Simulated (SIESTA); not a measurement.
TaSi2:

```xyz
9
Lattice="4.7839 0.0000 0.0000 -2.3920 4.1430 0.0000 0.0000 0.0000 6.5700" Properties=species:S:1:pos:R:3 pbc="T T T"
Ta   -1.1960    2.0715    2.1900
Ta    1.1960    2.0715    4.3800
Ta    2.3920    0.0000    0.0000
Si    1.1407    0.6586    2.1900
Si   -1.2512    3.4844    4.3800
Si    2.3920    2.8258    0.0000
Si    1.2512    3.4844    2.1900
Si    3.6432    0.6586    4.3800
Si    0.0000    1.3172    0.0000
```

| Item | Value |
| --- | --- |
| Program | SIESTA 5.4.2 |
| Task | single point |
| Functional | PBEsol |
| Potentials or basis | PseudoDojo 0.4 standard (PBEsol files) |
| Basis | DZP (energy shift 0.003 Ry; two zetas on semicore shells) |
| Grid cutoff | 800 Ry |
| Energy shift | 0.003 Ry |
| k mesh | 7 × 7 × 4 |
| Occupations | fermi-dirac, width 0.05 eV |
| Spin | no spin polarisation |

On this cell: pressure -2.0 GPa; largest force 0.052 eV/Å; band gap on the k mesh none (metal or under the smearing width).

The same run follows on a disturbed copy (atoms moved at random, drawn with an rms of 0.05 Å):

```
CELL_PARAMETERS angstrom
4.78390 0.00000 0.00000
-2.39195 4.14298 0.00000
0.00000 0.00000 6.57000
ATOMIC_POSITIONS crystal
Ta 0.00662 0.50555 0.33287
Ta 0.49832 0.50167 0.66792
Ta 0.50963 0.00957 0.99623
Si 0.31157 0.16488 0.32974
Si 0.16151 0.84620 0.65976
Si 0.83906 0.68458 0.99975
Si 0.67424 0.84471 0.33292
Si 0.83581 0.14758 0.66616
Si 0.16949 0.32025 0.99783
```

Q: What does the disturbed cell give?

A: The energy (extrapolated to zero smearing) moves by +10.1 meV/atom; pressure -1.7 GPa; largest force 0.758 eV/Å; band gap on the k mesh none (metal or under the smearing width).

Forces in eV/Å, atoms in the order of the input:
```
Ta  -0.450 -0.277 -0.193
Ta   0.277  0.008 -0.554
Ta  -0.488 -0.400  0.369
Si   0.456 -0.062  0.056
Si   0.062 -0.131  0.491
Si   0.388  0.043  0.018
Si   0.255 -0.041 -0.052
Si   0.049  0.712 -0.255
Si  -0.550  0.148  0.121
```

Stress tensor (GPa, compression positive):
```
-2.20 -0.19 -0.27
-0.19 -2.13 -0.10
-0.27 -0.10 -0.77
```

Caveats: short orbitals over semicore shells can move pressures by several GPa; the basis of atomic orbitals isn't converged, which shifts pressures, moduli and gaps.
